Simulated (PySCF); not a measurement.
# C2H6Ge2O: the cost of one run

The runs use PySCF 2.14.0, with density-fitted response routines of our own; the level of theory stands in each step. All values are computed, except where a source is named. Atoms count from 0, in the outputs and in this text.

### Step 1. The starting structure

11 atoms, charge 0, multiplicity 1; geometry from: GFN2-xTB. The atoms were then displaced at random by about 0.01 Å, so the start is not that level's minimum.

Bonds of the start (Å): C0–C1 1.20, C1–Ge2 1.91, Ge2–O3 1.70, O3–Ge4 1.76, C0–H5 1.06, Ge2–H6 1.49, Ge2–H7 1.51, Ge4–H8 1.52, Ge4–H9 1.51, Ge4–H10 1.49.

### Step 2. Optimising the geometry at PBE0-D3(BJ)/def2-SVP

What the job is given:

```
{"job": {"xc": "PBE0", "basis": "def2-SVP", "d3": "d3bj", "grid": 1, "shake": 0.01, "kind": "geom"}, "charge": 0, "multiplicity": 1}
C      2.615800     1.137000    -0.131170
C      1.880070     0.189280    -0.215870
Ge     0.662130    -1.280220    -0.317330
O     -0.831900    -0.796330     0.342540
Ge    -2.049720     0.468650     0.353220
H      3.230810     2.002750    -0.075280
H      0.490020    -1.692630    -1.742430
H      1.110420    -2.394990     0.591530
H     -1.403620     1.727320     0.914120
H     -3.100490    -0.070870     1.289620
H     -2.565410     0.684220    -1.024620
```

Launch:

```
$ OMP_NUM_THREADS=1 python probes_run.py task.json out
```

The driver reads the jobs from task.json and runs them one after another.

**Question.** How long does this first job take on 1 thread of Arm Neoverse V1, shared host, and how much memory does it need?

About 2.1 min, with a peak of 0.58 GiB.
